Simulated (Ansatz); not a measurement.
SbPd3, space group Fm-3m, a convergence test of the plane-wave cutoff

With Ansatz 0.2.0, Python API.

Notebook, run cell by cell (the value of a cell's last expression is shown):

**Cell 1**
```python
import csv

import ansatz as az
```

**Cell 2**
```python
system = (
    az.Lattice.fcc(6.38775634)
    .space_group(225)
    .atom("Sb", [0.5, 0.0, 0.0])
    .atom("Pd", [0.25, 0.25, 0.75])
    .atom("Pd", [0.0, 0.0, 0.0])
    .primitive()
)

len(system.resolved().sites)
```
Output:
```text
4
```

**Cell 3**
```python
setup = (
    system.calculation()
    .occupations("cold", width=0.15)
    .functional("LDA")
    .scf(tolerance=1e-08)
    .kpoints(6)
    .stress()
)
```

**Cell 4**
```python
rows = []
for value in [250, 350, 450, 550]:
    report = setup.basis(value).run(threads=1).report
    rows.append((value, report["free_energy_ev"] / len(report["lattice"]["sites"]), report["n_iterations"], sum(report["stress_gpa"][i][i] for i in range(3)) / 3, report["n_pw"]))
```
Output:
```text
DeckWarning: basis.ecutwfc = 250 eV is below the records' recommended 420 eV, and the density's cutoff is lower with it unless basis.ecutrho_ratio is high enough to keep the records' density cutoff: compare with a run at a higher cutoff
DeckWarning: output.stress: scf.convergence.dr2_threshold = 1e-8 eV is looser than the 4e-10 eV advised for a printed stress (1e-10 eV for each atom of the cell: 4). What an SCF threshold leaves in a stress goes as its square root, and in the free energy as the threshold itself, and one threshold admits the most on a small cell: of the crystals measured, under no hybrid functional and no lock of [...]
DeckWarning: basis.ecutwfc = 350 eV is below the records' recommended 420 eV, and the density's cutoff is lower with it unless basis.ecutrho_ratio is high enough to keep the records' density cutoff: compare with a run at a higher cutoff
```

**Cell 5**
```python
with open("ecut.csv", "w", newline="") as handle:
    writer = csv.writer(handle)
    writer.writerow(["cutoff (eV)", "F/atom (eV)", "iterations", "P (GPa)", "plane waves"])
    writer.writerows([round(v, 5) if isinstance(v, float) else v for v in row] for row in rows)
```

**Cell 6**
```python
# differences from the last row
for row in rows[:-1]:
    shift = 1000 * (row[1] - rows[-1][1])
    print(f"{row[0]}: {shift:+.2f} meV/atom" + ("  (within 1 meV)" if abs(shift) < 1 else ""))
```
Output:
```text
250: +1702.78 meV/atom
350: +12.24 meV/atom
450: +0.81 meV/atom  (within 1 meV)
```

File `ecut.csv` afterwards:
```csv
cutoff (eV),F/atom (eV),iterations,P (GPa),plane waves
250,-6716.03673,8,-3.73939,561
350,-6717.72728,7,-8.28096,941
450,-6717.7387,7,-8.29505,1411
550,-6717.73951,7,-8.31201,1917
```

From 450 eV on it stays within 1 meV an atom of the value at 550 eV; the first row (250 eV) is off by 1702.8 meV and the last but one by 0.81 meV. The energy falls steadily, as expected when plane waves are added. The pressure moves from -3.74 to -8.31 GPa (the program's stress holds a Pulay correction, so it settles early).

Notes:
- No spin polarisation was allowed.
- For a metal this k-point mesh is coarse: on a finer one energies can move by several to tens of meV an atom and pressures by half a GPa or more, differences at one mesh by less.
- Pressure is positive in compression.
- The structure comes from a database of computed cells and needn't be a stable or known phase.
- Warnings are shown shortened and without file and line.
- Shifts are counted from the last row, which is itself no proven limit.
- Timing: 4.9 s on 1 thread of Intel(R) Xeon(R) 6975P-C (Granite Rapids), on a shared host, peak memory 0.45 GiB.

(Lines on the test bed's own set-up are left out of the output.)
